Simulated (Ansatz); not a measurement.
I need the interaction energy of a dimer with the counterpoise correction of H2OSi, SMILES O[SiH]. Use Ansatz 0.2.0, Python API. Settings (for the species named): MP2, def2-SVPD basis, multiplicity 1.

```xyz
4

O     0.1394   -0.8436    0.2881
Si    0.1170    0.8056   -0.1355
H     0.7671   -1.1322    0.8346
H    -0.9681    1.1100   -1.0075
```

`dimer_h2osi.py`:
```python
import ansatz as az

BASIS_SET = "def2-SVPD"
LEVEL = "mp2"

FIRST = [
    ("O", (0.1255, -0.8286, 0.2932)),
    ("Si", (0.1031, 0.8206, -0.1304)),
    ("H", (0.7532, -1.1172, 0.8397)),
    ("H", (-0.9819, 1.1251, -1.0024)),
]
SECOND = [
    ("O", (-3.2527, 0.5084, -1.8288)),
    ("Si", (-2.1215, -0.06, -2.9677)),
    ("H", (-3.5929, -0.0609, -1.249)),
    ("H", (-1.6569, 0.987, -3.8153)),
]

def energy(atoms, ghosts=()):
    molecule = az.Crystal.molecule()
    for symbol, xyz in atoms:
        molecule = molecule.atom(symbol, xyz)
    calc = (
        molecule.calculation()
        .basis(gaussian=BASIS_SET)
        .correlation(LEVEL, electrons="valence")
    )
    deck = calc.input()
    if ghosts:
        deck = deck.set(az.key.basis.gaussian.ghost_atoms, [{"symbol": s, "position_ang": list(xyz)} for s, xyz in ghosts])
    return az.Session.from_dict(deck).plan().execute().report["free_energy_ev"]


def main() -> None:
    both = energy(FIRST + SECOND)
    alone = energy(FIRST) + energy(SECOND)
    ghosted = energy(FIRST, SECOND) + energy(SECOND, FIRST)
    print(f"dimer {both:.6f} eV")
    print(f"interaction, uncorrected   {96.485332 * (both - alone):8.3f} kJ/mol")
    print(f"interaction, counterpoise  {96.485332 * (both - ghosted):8.3f} kJ/mol")
    print(f"basis-set superposition    {96.485332 * (alone - ghosted):8.3f} kJ/mol")


if __name__ == "__main__":
    main()
```

Output of `python dimer_h2osi.py`:
```text
dimer -19868.031693 eV
interaction, uncorrected     -2.048 kJ/mol
interaction, counterpoise     6.073 kJ/mol
basis-set superposition       8.121 kJ/mol
```

Uncorrected it is -2.048 kJ/mol, with the counterpoise correction 6.073 kJ/mol; the difference, 8.12 kJ/mol, is the superposition error. The sign changes with the correction, so this basis doesn't settle it.

These settings explore the input space; basis and method may be short of convergence. The dimer is a generated trial pose of unrelaxed monomers, not a minimum, so the figure is no binding energy, and the basis set is small. Finished in 8.1 s on 1 thread of Arm Neoverse V1 (shared host), peak memory 0.32 GiB.
